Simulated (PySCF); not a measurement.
# [CeF3(H2O)]+: other functionals and bases at one geometry

The task here is to estimate one member of a computed series from the others.

The runs use PySCF 2.14.0; several levels, as the steps say, no spin–orbit coupling.

1 further run of the same task is left out (for a known fault of the program).

## The system as given

7 atoms, charge 1, spin multiplicity 1.

Bond lengths: Ce1–F2 1.990 Å, Ce1–F3 1.988 Å, Ce1–F4 1.990 Å, Ce1–O5 2.406 Å, O5–H6 0.974 Å, O5–H7 0.974 Å. Angles: F2–Ce1–F3 111.5°, F2–Ce1–F4 114.2°, F2–Ce1–O5 106.1°, F3–Ce1–F4 111.5°, F3–Ce1–O5 106.9°, F4–Ce1–O5 106.1°, Ce1–O5–H6 127.2°, Ce1–O5–H7 127.2°, H6–O5–H7 105.7°.

Coordinates:

```xyz
7
charge 1, multiplicity 1
Ce    0.0509   -0.0418    0.0418
F     1.1287    1.2003    1.1627
F    -1.1677   -1.1523    1.1523
F     1.1287   -1.1627   -1.2003
O    -1.3398    1.3468   -1.3468
H    -1.6812    2.2342   -1.1371
H    -1.6812    1.1371   -2.2342
```

Formal oxidation states: Ce +4. The 4f shell is empty and lies in the core potential. An earlier session relaxed this geometry at PBE0, Ce lcecp-2-SVP with ECP46, F def2-SVP, O def2-SVP, H def2-SVP (singlet, point group Cs).

At PBE0 on the finer grid: E = -413.859558 Eh, frontier levels not given, since the 4f levels lie in the core, Mulliken charge on Ce1 +1.86 e, largest force component 0.005 eV/Å. The large-core potential holds the 4f shell empty.

Levels to run: CAM-B3LYP; revPBE; PBE0, TZVP. Hardware: 2 threads of Arm Neoverse V1, shared host.

The first run:

Contents of run.py (the lines that set the calculation):

```python
mol = gto.M(atom='''
Ce     0.05089    -0.04183     0.04183
F      1.12875     1.20025     1.16271
F     -1.16772    -1.15231     1.15231
F      1.12875    -1.16271    -1.20025
O     -1.33984     1.34684    -1.34684
H     -1.68119     2.23424    -1.13707
H     -1.68119     1.13707    -2.23424''',
    basis={'Ce': 'lcecp-2-SVP', 'F': 'def2-SVP', 'O': 'def2-SVP', 'H': 'def2-SVP'},
    ecp={'Ce': 'lcecp-2-SVP'},
    charge=1, spin=0)
mf = dft.RKS(mol, xc='CAMB3LYP')
mf.grids.atom_grid = (75, 302)  # f atoms: unpruned, at least (60, 302)
mf = mf.density_fit()  # fitting sets: Ce AutoAux, F def2-universal-JKFIT, O def2-universal-JKFIT, H def2-universal-JKFIT
mf.conv_tol = 1e-08; mf.max_cycle = 55
mf.kernel(dm0)  # dm0: the density of the relaxed state
```

Command:

```
$ OMP_NUM_THREADS=2 python run.py
```

Steps of the session up to this table: CAM-B3LYP; revPBE; PBE0, TZVP.

One of the session's tables, all rows but one given; the rest of the session is left out.

| level | charge on Ce1 (e) | dipole (D) | largest force component (eV/Å) |
| --- | --- | --- | --- |
| PBE0 (relaxed here) | 1.86 | 7.79 | 0.00 |
| CAM-B3LYP | ? | ? | ? |
| revPBE | 1.64 | 7.49 | 0.42 |
| PBE0, TZVP | 2.04 | 7.77 | 0.28 |

Estimate the missing values for CAM-B3LYP.

As computed: charge on Ce1 (e): 1.85; dipole (D): 7.86; largest force component (eV/Å): 0.12. In the column «charge on Ce1 (e)» it lies between revPBE (1.64) and PBE0 (relaxed here) (1.86).

The dipole of a charged species depends on the origin, so these sizes hold for this origin alone.

The largest leftover force, 0.42 eV/Å with revPBE, stands at a geometry relaxed at another level. With 4f in the core, its levels are missing from HOMO and gap, and its count is fixed, so no charge can pass from the ligands into it. Total energies of different levels can't be compared.
